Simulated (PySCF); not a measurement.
# Nd(OH)3(NH3): other functionals and bases at one geometry

An exercise on one series of results from a longer session: the logs are not shown, and one member is left open.

Computed with PySCF 2.14.0. Level: several levels, as the steps say, no spin–orbit coupling.

1 further run of the same task is left out (for a known fault of the program).

## The system as given

11 atoms, charge 0, spin multiplicity 1.

Bond lengths: Nd1–O2 2.126 Å, Nd1–O4 2.126 Å, Nd1–O6 2.128 Å, Nd1–N8 2.614 Å, O2–H3 0.956 Å, O4–H5 0.956 Å, O6–H7 0.957 Å, N8–H9 1.020 Å, N8–H10 1.020 Å, N8–H11 1.020 Å. Angles: O2–Nd1–O4 118.0°, O2–Nd1–O6 118.8°, O2–Nd1–N8 97.5°, O4–Nd1–O6 118.6°, O4–Nd1–N8 96.3°, O6–Nd1–N8 97.6°, Nd1–O2–H3 174.6°, Nd1–O4–H5 173.9°, Nd1–O6–H7 174.3°, Nd1–N8–H9 111.1°, Nd1–N8–H10 112.7°, Nd1–N8–H11 111.5°, H9–N8–H10 107.1°, H9–N8–H11 107.0°, H10–N8–H11 107.1°.

As a file:

```mol
H6NNdO3
  3D, bonds by distance, orders not assigned

 11 10  0  0  0  0  0  0  0  0999 V2000
    0.1748   -0.2095    0.2557 Nd  0  0
    1.2282    1.3453    1.2530 O   0  0
    1.7408    1.9800    1.7518 H   0  0
   -1.4448   -1.1340    1.2775 O   0  0
   -2.1032   -1.6030    1.7882 H   0  0
    1.1675   -1.2999   -1.2779 O   0  0
    1.6658   -1.8301   -1.8988 H   0  0
   -1.2876    1.3087   -1.2898 N   0  0
   -1.8941    1.9171   -0.7395 H   0  0
   -0.7285    1.9106   -1.8946 H   0  0
   -1.8920    0.7533   -1.8956 H   0  0
  1  2  8  0
  1  4  8  0
  1  6  8  0
  1  8  8  0
  2  3  8  0
  4  5  8  0
  6  7  8  0
  8  9  8  0
  8 10  8  0
  8 11  8  0
M  END
```

Formal oxidation states: Nd +3. Each metal's 3 4f electrons lie in its core potential, so multiplicities, spins and levels count the valence alone. An earlier session relaxed this geometry at PBE0, Nd lcecp-1-SVP with ECP49, O def2-SVP, H def2-SVP, N def2-SVP (singlet, point group C1).

At PBE0 on the finer grid: E = -317.639670 Eh, HOMO -6.93 eV, LUMO -0.26 eV, Mulliken charge on Nd1 +0.94 e, largest force component 0.017 eV/Å. 

Levels to run: HF; CAM-B3LYP; PBE0, TZVP. Hardware: 2 threads of AMD EPYC 9R45 (Zen 5), shared host.

The first run:

run.py (the lines that set the calculation)

```python
mol = gto.M(atom='''
Nd     0.17480    -0.20947     0.25573
O      1.22816     1.34528     1.25305
H      1.74079     1.98004     1.75180
O     -1.44481    -1.13396     1.27754
H     -2.10317    -1.60301     1.78825
O      1.16752    -1.29986    -1.27788
H      1.66582    -1.83013    -1.89882
N     -1.28761     1.30874    -1.28977
H     -1.89414     1.91715    -0.73949
H     -0.72854     1.91062    -1.89461
H     -1.89195     0.75330    -1.89564''',
    basis={'Nd': 'lcecp-1-SVP', 'O': 'def2-SVP', 'H': 'def2-SVP', 'N': 'def2-SVP'},
    ecp={'Nd': 'lcecp-1-SVP'},
    charge=0, spin=0)
mf = scf.RHF(mol)
mf = mf.density_fit()  # fitting sets: Nd AutoAux, O def2-universal-JKFIT, H def2-universal-JKFIT, N def2-universal-JKFIT
mf.conv_tol = 1e-08; mf.max_cycle = 55
mf.kernel(dm0)  # dm0: the density of the relaxed state
```

Started as:

```
$ OMP_NUM_THREADS=2 python run.py
```

Steps of the session up to this table: HF; CAM-B3LYP; PBE0, TZVP.

One of the session's tables, all rows but one given; the rest of the session is left out.

| level | HOMO (eV) | gap (eV) | charge on Nd1 (e) | dipole (D) | largest force component (eV/Å) |
| --- | --- | --- | --- | --- | --- |
| PBE0 (relaxed here) | -6.93 | 6.67 | 0.94 | 4.26 | 0.02 |
| HF | ? | ? | ? | ? | ? |
| CAM-B3LYP | -8.38 | 8.71 | 0.89 | 4.27 | 0.08 |
| PBE0, TZVP | -7.24 | 6.76 | 1.67 | 4.26 | 0.21 |

Q: Estimate the row for HF from the others.

**Answer.** HOMO (eV): -11.19; gap (eV): 12.79; charge on Nd1 (e): 1.49; dipole (D): 4.35; largest force component (eV/Å): 1.13. In the column «HOMO (eV)» it is the lowest.

In one basis the HOMO–LUMO gap runs from 6.67 eV (PBE0) to 12.79 eV (HF). The largest leftover force, 1.13 eV/Å with HF, stands at a geometry relaxed at another level. With 4f in the core, its levels are missing from HOMO and gap, and its count is fixed, so no charge can pass from the ligands into it. Total energies of different levels can't be compared.
